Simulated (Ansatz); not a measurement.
# MgS: a trial structure relaxed

The task: take a trial cell of MgS to zero force and stress, then test the end with a random kick.

Program: Ansatz 0.2.0. Level of theory: DFT PBE+D3(BJ), scalar-relativistic, plane waves, PAW. These are calculated values, not measurements.

## 1. The structure to begin with

It takes space group P4/nmm (No. 129, tetragonal). Conventional cell: a = 3.572 Å, b = 3.572 Å, c = 18.000 Å, α = 90.00°, β = 90.00°, γ = 90.00°. Around Mg (site symmetry 4mm) lie 4 S at 2.53 Å. S (site symmetry 4mm) has 4 Mg at 2.53 Å as nearest neighbours.

Structure file:

```
CELL_PARAMETERS angstrom
3.57226 0.00000 0.00000
0.00000 3.57226 0.00000
0.00000 0.00000 18.00000
ATOMIC_POSITIONS crystal
Mg 0.00000 0.00000 0.39500
Mg 0.50000 0.50000 0.60500
S 0.50000 0.50000 0.39500
S 0.00000 0.00000 0.60500
```

The cell is invented: sheets of the NaI type as a bilayer. Its size is a rough estimate.

It is a sheet, periodic along a and b, with vacuum along c; volumes and pressures of the box carry no meaning, and space groups named for it are those of the box.

## 2. Probe: one point on a coarse mesh

input.yaml reads:

```yaml
crystal:
  lattice:
    - [3.5722644, 0.0, 0.0]
    - [0.0, 3.5722644, 0.0]
    - [0.0, 0.0, 18.0]
  atoms:
    - { symbol: Mg, position: [0.0, 0.0, 0.395] }
    - { symbol: Mg, position: [0.5, 0.5, 0.605] }
    - { symbol: S, position: [0.5, 0.5, 0.395] }
    - { symbol: S, position: [0.0, 0.0, 0.605] }
  periodic: [true, true, false]
basis:
  ecutwfc: 420
kpoints:
  mp_grid: { grid: [6, 6, 1] }
hamiltonian:
  xc: pbe
  dispersion: d3bj
scf:
  occupations: { method: gaussian, width: 0.1 }
  lower_state_search: "off"
output:
  forces: true
  stress: true
  eigenvalues: true
```

On the command line:

```
$ ansatz run input.yaml --threads 1 --pin off --max-ram 2560MiB --backend cpu --events-out ev --progress --plain --runs-dir out
```

Further runs follow: a loose first relaxation; final relaxation; kick test: the unmoved cell on a coarse mesh; kicked and relaxed without symmetry.

Before running it: what results should come out? Wanted: relaxed cell; area; thickness between outermost nuclei; energy over the elements; gap on the mesh.

**Answer**, as computed:

| quantity | value |
| --- | --- |
| symmetry at the end (tolerance 0.02 Å) | layer group p4/nmm (No. 64) |
| relaxed cell | a = 3.558 Å, b = 3.558 Å, γ = 90.0° |
| area | 3.16 Å²/atom |
| thickness between outermost nuclei | 2.87 Å |
| energy over the elements | -1.30 eV/atom |
| gap on the mesh | 3.42 eV |

What this shows: The layer group p4/nmm (No. 64) is kept, and the area per atom shrinks by 0.8 % from the first guess. A negative formation energy is needed for stability but isn't enough; other structures and compounds were not set against it here. The kicked cell came back to the same energy, so the end is stable against the distortions that fit this cell and this draw; modes that don't fit the cell aren't tested.
